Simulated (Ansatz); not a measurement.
# C₇H₉F₉O₃Sn: one species, many methods

An exercise on one series of results from a longer session: the logs are not shown, and one member is left open.

Computed with Ansatz 0.2.0, Gaussian basis. Level: functionals in def2-TZVPP, the program's frozen cores in correlated methods.

Levels to be run: LDA (SPW92), PBE-D4, revPBE-D4, BLYP-D4, r2SCAN-D4, B97M-V, PBE0-D4, B3LYP-D4, r2SCANh-D4, r2SCAN0-D4, HSE06-D4, BHLYP-D4, CAM-B3LYP-D4, LC-ωPBE, ωB97X-V, ωB97M-V, B2PLYP, PBE-QIDH; CCSD(T)/def2-SVP; MP2/def2-TZVPP; MP2/def2-QZVPP; RPA on PBE.

### The geometry

An earlier PBE0-D4 in a triple-zeta def2 set relaxation fixed the geometry. Sn takes the def2 core potential; no spin-orbit term is included.

SMILES `[CH3][Sn]([O]CC(F)(F)F)([O]CC(F)(F)F)[O]CC(F)(F)F`, 29 atoms, charge 0, spin multiplicity 1.

Atoms are counted from 1 here; the program's logs count them from 0.

Bond lengths: C1–Sn2 2.103 Å, C1–H21 1.089 Å, C1–H22 1.088 Å, C1–H23 1.089 Å, Sn2–O3 1.968 Å, Sn2–O9 1.968 Å, Sn2–O15 1.966 Å, O3–C4 1.389 Å, C4–C5 1.514 Å, C4–H24 1.095 Å, C4–H25 1.096 Å, C5–F6 1.333 Å, C5–F7 1.354 Å, C5–F8 1.333 Å, O9–C10 1.390 Å, C10–C11 1.515 Å, C10–H26 1.097 Å, C10–H27 1.095 Å and more. Angles: Sn2–C1–H21 108.3°, Sn2–C1–H22 108.6°, Sn2–C1–H23 108.7°, H21–C1–H22 110.4°, H21–C1–H23 110.2°, H22–C1–H23 110.6°, C1–Sn2–O3 116.9°, C1–Sn2–O9 115.2°, C1–Sn2–O15 111.5°, O3–Sn2–O9 102.6°, O3–Sn2–O15 108.2°, O9–Sn2–O15 101.0°, Sn2–O3–C4 122.7°, O3–C4–C5 111.5°, O3–C4–H24 109.1°, O3–C4–H25 113.7°, C5–C4–H24 107.2°, C5–C4–H25 106.9° and more.

Set-up of the first run:

Contents of in.yaml:

```yaml
crystal:
  periodic: [false, false, false]
  atoms:
    - {symbol: C, position_ang: [2.533700, 1.454250, 0.100091]}
    - {symbol: Sn, position_ang: [0.750068, 0.351547, 0.264850]}
    - {symbol: O, position_ang: [-0.356484, 0.203699, -1.355323]}
    - {symbol: C, position_ang: [-1.427707, 1.050375, -1.611290]}
    - {symbol: C, position_ang: [-0.961408, 2.453245, -1.936616]}
    - {symbol: F, position_ang: [-1.992932, 3.277666, -2.116600]}
    - {symbol: F, position_ang: [-0.217417, 2.950188, -0.919823]}
    - {symbol: F, position_ang: [-0.196617, 2.503585, -3.027730]}
    - {symbol: O, position_ang: [0.972854, -1.527595, 0.804253]}
    - {symbol: C, position_ang: [0.820085, -2.567671, -0.105336]}
    - {symbol: C, position_ang: [2.035096, -2.688109, -1.001430]}
    - {symbol: F, position_ang: [2.274423, -1.519128, -1.635798]}
    - {symbol: F, position_ang: [1.856617, -3.623283, -1.935764]}
    - {symbol: F, position_ang: [3.144049, -2.990214, -0.323829]}
    - {symbol: O, position_ang: [-0.383192, 1.029143, 1.721270]}
    - {symbol: C, position_ang: [-1.084244, 0.200030, 2.589759]}
    - {symbol: C, position_ang: [-2.419078, -0.225704, 2.015515]}
    - {symbol: F, position_ang: [-2.263164, -0.945561, 0.889563]}
    - {symbol: F, position_ang: [-3.085778, -0.986109, 2.889377]}
    - {symbol: F, position_ang: [-3.195572, 0.816209, 1.703174]}
    - {symbol: H, position_ang: [2.816892, 1.492017, -0.950261]}
    - {symbol: H, position_ang: [2.357067, 2.458342, 0.481109]}
    - {symbol: H, position_ang: [3.307211, 0.954150, 0.680639]}
    - {symbol: H, position_ang: [-1.975690, 0.680148, -2.483594]}
    - {symbol: H, position_ang: [-2.132428, 1.135395, -0.775830]}
    - {symbol: H, position_ang: [-0.051670, -2.450257, -0.760097]}
    - {symbol: H, position_ang: [0.720864, -3.513208, 0.437241]}
    - {symbol: H, position_ang: [-0.548882, -0.721120, 2.848699]}
    - {symbol: H, position_ang: [-1.296632, 0.747972, 3.513793]}
basis:
  gaussian: {orbitals: def2-TZVPP}
hamiltonian: {xc: lda}
output: {orbitals: {seedname: orbitals}}
```

Steps of the session up to this table: LDA; PBE-D4 (GGA); revPBE-D4 (GGA); BLYP-D4 (GGA); r2SCAN-D4 (meta-GGA); B97M-V (meta-GGA); PBE0-D4 (hybrid); B3LYP-D4 (hybrid); r2SCANh-D4 (hybrid); r2SCAN0-D4 (hybrid); HSE06-D4 (hybrid); BHLYP-D4 (hybrid); CAM-B3LYP-D4 (range-separated); LC-ωPBE (range-separated); ωB97X-V (range-separated); ωB97M-V (range-separated); B2PLYP (double hybrid); PBE-QIDH (double hybrid).

One table of the session follows, with a row left open; its other results are not shown here.

It belongs to the step «Orbital energies across the functionals». 

| functional | HOMO (eV) | gap (eV) |
| --- | --- | --- |
| LDA (SPW92) | -7.10 | 4.65 |
| PBE-D4 | -6.88 | 4.77 |
| revPBE-D4 | -6.79 | 4.83 |
| BLYP-D4 | -6.79 | 4.74 |
| r2SCAN-D4 | -7.25 | 5.39 |
| B97M-V | -7.38 | 5.46 |
| PBE0-D4 | -8.48 | 7.36 |
| B3LYP-D4 | ? | ? |
| r2SCANh-D4 | -7.84 | 6.35 |
| r2SCAN0-D4 | -8.73 | 7.77 |
| HSE06-D4 | -8.07 | 6.58 |
| BHLYP-D4 | -9.98 | 9.86 |
| CAM-B3LYP-D4 | -9.93 | 9.82 |
| LC-ωPBE | -11.22 | 12.47 |
| ωB97X-V | -10.89 | 11.94 |
| ωB97M-V | -10.82 | 11.62 |

Estimate the missing values for B3LYP-D4.

Worked estimate for «HOMO (eV)». Against the share of exact exchange, BLYP-D4 (0, -6.79), BHLYP-D4 (0.5, -9.98) give a slope of -6.38 per unit share; at 0.2 the line stands at -8.07.

The run gave: HOMO (eV): -8.24; gap (eV): 6.80. In «HOMO (eV)» the line misses by +0.17.
